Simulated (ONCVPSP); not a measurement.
**Pseudopotential generation for molybdenum: ONCV, revPBE**

Aim: build the potential from the settings below, then test how well it stands in for the atom: other configurations, scattering, ghost states and the plane-wave cutoff that it needs.

Program: ONCVPSP 4.0.1. Reference atom: revPBE, scalar-relativistic, spherical and spin-unpolarised. All values are calculated.

### Step 1. Starting point

Typed settings, in words:

```json
{"element": "molybdenum (Mo, Z = 42)", "type": "optimised norm-conserving Vanderbilt (ONCV)", "frozen core": "[Ar] 3d10", "valence charge": "14", "reference configuration": "4s2 4p6 4d4 5s2", "partial waves": "4s+5s: rc 1.85 bohr, ncon 4, nbas 7, qcut 7.8 1/bohr, 2 projectors; 4p: rc 1.15 bohr, ncon 4, nbas 7, qcut 7.9 1/bohr, 2 projectors, debl 3.4 Ha; 4d: rc 1.70 bohr, ncon 4, nbas 7, qcut 6 1/bohr, 2 projectors, debl 2.4 Ha", "local potential": "polynomial inside 0.75 bohr (lpopt 1, dvloc0 0 Ha)", "core correction": "Teter function, fcfact 5.5, rcfact 1.75"}
```

The outer shells as boxes (Hund's rule for the drawing; the calculation is spin-unpolarised):

```
[Ar] core
3d [↑↓][↑↓][↑↓][↑↓][↑↓]
4s [↑↓]
4p [↑↓][↑↓][↑↓]
4d [↑ ][↑ ][↑ ][↑ ][  ]
5s [↑↓]
```

### Step 2. Generation

Contents of Mo.dat:

```
# ATOM AND REFERENCE CONFIGURATION
# atsym  z   nc   nv     iexc    psfile
  Mo 42.00    6    4  -102130      upf
#
#   n    l    f
    1    0    2.00
    2    0    2.00
    2    1    6.00
    3    0    2.00
    3    1    6.00
    3    2   10.00
    4    0    2.00
    4    1    6.00
    4    2    4.00
    5    0    2.00
#
# PSEUDOPOTENTIAL AND OPTIMIZATION
# lmax
    2
#
#   l,   rc,      ep,       ncon, nbas, qcut
    0    1.85    0.00    4    7    7.80
    1    1.15    0.00    4    7    7.90
    2    1.70    0.00    4    7    6.00
#
# LOCAL POTENTIAL
# lloc, lpopt,  rc(5),   dvloc0
    4    1    0.75    0.00
#
# VANDERBILT-KLEINMAN-BYLANDER PROJECTORs
# l, nproj, debl
    0    2    2.10
    1    2    3.40
    2    2    2.40
#
# MODEL CORE CHARGE
# icmod, fcfact, rcfact
    3    5.50    1.75
#
# LOG DERIVATIVE ANALYSIS
# epsh1, epsh2, depsh
   -4.00    5.00    0.02
#
# OUTPUT GRID
# rlmax, drl
    6.00    0.01
#
# TEST CONFIGURATIONS
# ncnf
    4
# nvcnf
#   n    l    f
    4
    4    0    2.00
    4    1    6.00
    4    2    5.00
    5    0    1.00
#
    4
    4    0    2.00
    4    1    6.00
    4    2    5.00
    5    0    0.00
#
    4
    4    0    2.00
    4    1    6.00
    4    2    4.00
    5    0    0.00
#
    4
    4    0    2.00
    4    1    6.00
    4    2    5.50
    5    0    0.50
#
```

The run is started by

```sh
oncvpsp.x < Mo.dat > Mo.out
```

Q: Predict the outcome of this session. Wanted: cutoffs for 1 and 0.1 mHa per electron, occupied waves; bound ghosts; GHOST(+) flags; largest test error; largest phase difference near zero energy, channels read; rms error of d²Exc/dn², without and with the model core.

As calculated:

| quantity | value |
| --- | --- |
| cutoffs for 1 and 0.1 mHa per electron, occupied waves | 31 Ha and 87 Ha |
| bound ghosts | s at -19.27 eV |
| GHOST(+) flags | none at low energy |
| largest test error (AE − PS) | -15 meV, for 4s2 4p6 4d5 5s0 |
| largest phase difference near zero energy, channels read | 0.001 rad |
| rms error of d²Exc/dn², without and with the model core | 2.41 and 5.09 mHa |

A bound ghost (s) makes it unfit for use: electrons can fall into a state that the atom doesn't have. The worst unpolarised test, 4s2 4p6 4d5 5s0, is off by 15 meV on 6.5 eV; by total energies transferability rates as good. Atomic tests can pass in spite of a ghost, since they solve only for the levels asked. It counts as of middling hardness, with 31 Ha needed at the looser tolerance. The tighter tolerance needs 87 Ha, and converged work needs a cutoff nearer that. At the looser tolerance the 4p wave is the slowest; 4s needs 18 Ha. Near zero energy the phases of the channels with partial waves agree within 0.001 rad. The pseudo curves have a pole with no partner nearby in the atom's: s at -0.71 Ha. All of this concerns the isolated atom, not yet a solid.
